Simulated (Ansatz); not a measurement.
This script drives Ansatz's Python interface.

Script `ge.py`:
```python
"""Relax cell and ions of Ge."""

from dataclasses import dataclass

import ansatz as az
from ase import Atoms
from ase.io import write
import numpy as np


@dataclass(frozen=True)
class RunConfig:
    functional: str = "pbesol"
    k_spacing: float = 0.26
    fmax: float = 0.05


settings = RunConfig()

def edges_and_angles(cell):
    cell = np.asarray(cell)
    a, b, c = np.linalg.norm(cell, axis=1)
    cosines = cell[1] @ cell[2] / (b * c), cell[0] @ cell[2] / (a * c), cell[0] @ cell[1] / (a * b)
    return (a, b, c, *np.degrees(np.arccos(cosines)))


def main() -> None:
    xtal = (
        az.Lattice.from_parameters(5.260994, 5.77148, 10.23133, alpha=90, beta=90, gamma=90)
        .space_group(69, hermann_mauguin="Fmmm")
        .atom("Ge", (0.5, 0.0, 0.281867))
        .atom("Ge", (0.5, 0.77351, 0.0))
        .primitive()
    )

    # every cell quantity that the symmetry leaves free
    job = (
        xtal.calculation()
        .functional(settings.functional)
        .kpoints(spacing=settings.k_spacing)
        .occupations(az.OccupationsMethod.GAUSSIAN)
        .relax(force_tolerance=settings.fmax, cell=True)
    )
    steps = []


    def follow(event):
        if event["event"] != "relax_step":
            return
        row = event["data"]
        steps.append(row)
        print(f"step {row['step']:3d}  E = {row['lagrangian_ev']:.5f} eV  largest force component = {row['allowed_force_max_ev_ang']:.4f} eV/A  P = {row['pressure_gpa']:.3f} GPa")


    result = job.session().plan(threads=1).execute(on_event=follow)
    r = result.report

    first, last = steps[0], steps[-1]
    symbols = [site.symbol for site in result.lattice.sites]
    print(f"energy gained {first['lagrangian_ev'] - last['lagrangian_ev']:.4f} eV in {len(steps) - 1} steps")
    for label, vectors in (("before", first["cell_ang"]), ("after", result.lattice.cell_ang)):
        print(label, "a b c (A) {:.4f} {:.4f} {:.4f}  angles {:.2f} {:.2f} {:.2f}".format(*edges_and_angles(vectors)), f" V = {abs(np.linalg.det(vectors)):.3f} A^3")
    print("final stress xx yy zz (GPa, compression positive):", np.round(np.diag(r["stress_gpa"]), 3) + 0.0)

    relaxed = Atoms(symbols, positions=[site.position_ang for site in result.lattice.sites], cell=result.lattice.cell_ang, pbc=True)
    write("relaxed.vasp", relaxed, format="vasp")

    print("atom   start x y z (A)              end x y z (A)")
    for symbol, a, b in zip(symbols, first["positions_ang"], last["positions_ang"]):
        print(f"{symbol:3s}", " ".join(f"{v:8.4f}" for v in a), "  ", " ".join(f"{v:8.4f}" for v in b))

    print("%-22s %14.5f eV" % ("F = E - TS", r["free_energy_ev"]))
    print("%-22s %14.5f eV" % ("E", r["internal_energy_ev"]))
    print("%-22s %14.5f eV" % ("Harris-Foulkes", r["harris_foulkes_ev"]))
    print("%-22s %14.5f eV" % ("Fermi level", r["fermi_energy_ev"]))


if __name__ == "__main__":
    main()
```

It is started by `python ge.py`. How long does it take on 1 thread of Arm Neoverse V2 (shared host), and how much memory does it need?

It took about 38 s, with a peak of 0.54 GiB, for 1 run of the engine.

Running `python ge.py` prints:
```text
DeckWarning: basis.ecutwfc = 420 eV, auto-derived from the records' recommended cutoffs: set by Ge (normal level)
step   1  E = -17013.27443 eV  largest force component = 0.0407 eV/A  P = -3.497 GPa
step   2  E = -17013.31427 eV  largest force component = 0.0493 eV/A  P = 2.088 GPa
step   3  E = -17013.32552 eV  largest force component = 0.0298 eV/A  P = -0.127 GPa
step   4  E = -17013.32609 eV  largest force component = 0.0071 eV/A  P = -0.000 GPa
step   5  E = -17013.32524 eV  largest force component = 0.0069 eV/A  P = 0.006 GPa
energy gained 0.0508 eV in 4 steps
before a b c (A) 5.8735 5.7524 3.9047  angles 72.06 68.71 39.23  V = 77.665 A^3
after a b c (A) 5.7240 5.5975 3.8591  angles 71.85 68.31 39.84  V = 73.526 A^3
final stress xx yy zz (GPa, compression positive): [-0.005  0.015  0.008]
atom   start x y z (A)              end x y z (A)
Ge    2.6305   2.8857   7.9995      2.5943   2.8569   7.7048
Ge    2.6305   2.8857   2.2318      2.5943   2.8569   2.2152
Ge    2.6305   1.5786   5.1157      2.5943   1.5629   4.9600
Ge    2.6305   4.1929   5.1157      2.5943   4.1510   4.9600
F = E - TS               -17013.32524 eV
E                        -17013.31713 eV
Harris-Foulkes           -17013.32524 eV
Fermi level                  11.15279 eV
```
(Warnings from the package without file and line.)

File `relaxed.vasp` afterwards:
```text
Ge
 1.0000000000000000
     0.0000000000000005    2.8569496313796225    4.9600089694097829
     2.5943457380055253    0.0000000000000003    4.9600089694097829
     2.5943457380055248    2.8569496313796221   -0.0000000000000000
 Ge
   4
Cartesian
  2.5943457380055257  2.8569496313796230  7.7048418624356216
  2.5943457380055253  2.8569496313796221  2.2151760763839436
  2.5943457380055253  1.5628621860570020  4.9600089694097829
  2.5943457380055253  4.1510370767022424  4.9600089694097829
```

What to keep in mind:
- Absolute energies stand on the zero of these potentials, so only differences at equal settings mean something. A total without «per atom» is that of the cell as typed.
- An absolute Fermi energy rests on an arbitrary zero of the periodic potential and has no direct meaning.
- Energies along a relaxation are free energies. Rows at an unchanged volume are solved on a plane-wave basis chosen afresh for that cell, so the energy jumps there and such rows are no steps of the walk.
- Edges and angles are those of the cell as typed, here a primitive one, not of the conventional cell.
- This isn't the structure that Ge takes at ambient conditions.
